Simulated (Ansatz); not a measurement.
**CH₇FSiSn: one species, many methods**

An exercise on one series of results from a longer session: the logs are not shown, and one member is left open.

Method: functionals in def2-TZVPP, the program's frozen cores in correlated methods; program: Ansatz 0.2.0, Gaussian basis.

Levels to be run: PBE-D4, r2SCAN-D4, PBE0-D4, B3LYP-D4, ωB97X-V, ωB97M-V, B2PLYP; CCSD(T)/def2-TZVPP; MP2/def2-QZVPP; extrapolation to the limit.

## The geometry

All runs share one geometry, relaxed beforehand with PBE0-D4 in a triple-zeta def2 set. Sn takes the def2 core potential; no spin-orbit term is included.

SMILES `[CH3][SnH2][SiH2]F`, 11 atoms, charge 0, spin multiplicity 1.

Atoms are counted from 1 here; the program's logs count them from 0.

Bond lengths: C1–Sn2 2.144 Å, C1–H5 1.090 Å, C1–H6 1.090 Å, C1–H7 1.090 Å, Sn2–Si3 2.570 Å, Sn2–H8 1.713 Å, Sn2–H9 1.711 Å, Si3–F4 1.610 Å, Si3–H10 1.487 Å, Si3–H11 1.488 Å. Angles: Sn2–C1–H5 109.7°, Sn2–C1–H6 109.8°, Sn2–C1–H7 109.9°, H5–C1–H6 109.2°, H5–C1–H7 109.1°, H6–C1–H7 109.1°, C1–Sn2–Si3 110.8°, C1–Sn2–H8 109.4°, C1–Sn2–H9 109.5°, Si3–Sn2–H8 109.1°, Si3–Sn2–H9 110.2°, H8–Sn2–H9 107.8°, Sn2–Si3–F4 108.9°, Sn2–Si3–H10 112.8°, Sn2–Si3–H11 111.7°, F4–Si3–H10 107.5°, F4–Si3–H11 107.2°, H10–Si3–H11 108.5°.

Set-up of the first run:

Input file in.yaml:

```yaml
crystal:
  periodic: [false, false, false]
  atoms:
    - {symbol: C, position_ang: [0.311810, 1.798516, -0.660727]}
    - {symbol: Sn, position_ang: [0.736596, -0.299414, -0.538388]}
    - {symbol: Si, position_ang: [-0.908632, -1.473789, 1.049439]}
    - {symbol: F, position_ang: [-0.816321, -0.783325, 2.500539]}
    - {symbol: H, position_ang: [1.031253, 2.281610, -1.321793]}
    - {symbol: H, position_ang: [0.379148, 2.247069, 0.330198]}
    - {symbol: H, position_ang: [-0.693108, 1.951549, -1.053917]}
    - {symbol: H, position_ang: [0.605205, -0.998164, -2.096933]}
    - {symbol: H, position_ang: [2.343950, -0.525390, 0.003014]}
    - {symbol: H, position_ang: [-0.608998, -2.919729, 1.223084]}
    - {symbol: H, position_ang: [-2.315603, -1.335932, 0.585884]}
basis:
  gaussian: {orbitals: def2-TZVPP}
hamiltonian: {xc: pbe, dispersion: d4}
output: {forces: true, orbitals: {seedname: orbitals}}
```

On the command line:

```console
ansatz run in.yaml --threads 4 --pin off --events-out ev --progress --plain --max-ram 10444MiB
```

Steps of the session up to this table: PBE-D4 (GGA); r2SCAN-D4 (meta-GGA); PBE0-D4 (hybrid); B3LYP-D4 (hybrid); ωB97X-V (range-separated); ωB97M-V (range-separated); B2PLYP (double hybrid); CCSD(T) in def2-TZVPP; MP2 in def2-QZVPP.

One table of the session follows, with a row left open; its other results are not shown here.

```
            method  atomisation energy (kJ/mol)
            PBE-D4                       3474.2
         r2SCAN-D4                       3476.9
           PBE0-D4                       3445.7
          B3LYP-D4                            ?
           ωB97X-V                       3506.3
           ωB97M-V                       3481.4
            B2PLYP                       3433.0
     HF/def2-TZVPP                       2606.6
    MP2/def2-TZVPP                       3410.8
   CCSD/def2-TZVPP                       3380.8
CCSD(T)/def2-TZVPP                       3418.8
           MP2/CBS                       3500.4
       CCSD(T)/CBS                       3508.4
```

Q: Estimate the row for B3LYP-D4 from the others.

**Answer.** atomisation energy (kJ/mol): 3469.9. In the column «atomisation energy (kJ/mol)» it lies between PBE0-D4 (3445.7) and PBE-D4 (3474.2).

To keep in mind: Free atoms (1 C, 1 Sn, 1 Si, 1 F, 7 H) were run apart at each level; the atomisation energy is their sum less the molecule, without zero-point or spin-orbit terms.
